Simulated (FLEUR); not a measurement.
NaLaMnMoO6:

```xyz
20
Lattice="5.5573 0.0000 0.0005 0.0000 5.5979 0.0000 -0.0629 0.0000 8.0246" Properties=species:S:1:pos:R:3 pbc="T T T"
Na    4.1371    2.8870    4.0066
Na    1.3574    0.0880    4.0185
La    1.3662    5.3682    8.0197
La    4.1282    2.5692    0.0054
Mn    1.3603    2.7297    2.0550
Mn    4.1342    5.5286    5.9702
Mo    4.1820    5.5792    2.1743
Mo    1.3124    2.7803    5.8509
O     3.7112    5.4765    3.9373
O     0.1716    4.5353    2.2249
O     5.1703    1.6184    2.2495
O     2.6448    1.1737    1.5989
O     3.0125    4.1180    1.6116
O     4.6099    0.1018    0.0319
O     1.7833    2.6775    4.0878
O     5.3228    1.7363    5.8002
O     0.3241    4.4173    5.7757
O     2.8496    3.9726    6.4262
O     2.4819    1.3190    6.4136
O     0.8845    2.9007    7.9933
```

The cell was built by a generator and needn't be a form met in nature.

Base run:

| Item | Value |
| --- | --- |
| Program | FLEUR MaX-R8.1 (later development tree) |
| Functional | PBE |
| Potentials or basis | all-electron |
| Basis | FLAPW |
| Kmax | 4.7 1/bohr |
| k mesh | 3 × 3 × 2 |
| Occupations | fermi-dirac, width 0.05 eV |
| Spin | collinear spin, ferromagnetic start |
| Starting moments | [0.0, 0.0, 0.0, 0.0, 4.001, 4.001, 1.002, 1.002, 0.0, 0.0, 0.0, 0.0, 0.0, 0.0, 0.0, 0.0, 0.0, 0.0, 0.0, 0.0] μB |

Its results: band gap on the k mesh 0.12 eV, indirect (least direct gap 0.17 eV); net moment 9.93 μB per cell; site moments Na +0.00; La +0.01; Mn +4.19; Mo +0.27; O +0.02, +0.03, +0.04 μB.

Problem. The run is repeated on the same cell with these changes: functional from PBE to LDA. What comes out?

Solution. Band gap on the k mesh none (metal or under the smearing width); net moment 9.80 μB per cell; site moments Na +0.00; La +0.01; Mn +4.11; Mo +0.24; O +0.02, +0.03, +0.04, +0.05 μB.

Caveats: some runs use coarse meshes; the plane-wave cutoff is short for the small spheres of the light atoms, so energies, forces and moduli aren't converged; only a ferromagnetic start was run, and an antiferromagnetic order may lie lower in energy; spin-orbit coupling is left out, which moves the levels of the heavy elements (some runs); an odd mesh through Γ misses points on the zone boundary, where band edges often lie (some runs); semilocal functionals often make such compounds metallic where correlation or magnetic order opens a gap, which also shifts bond lengths (some runs).

Not every run made on this cell is shown here.
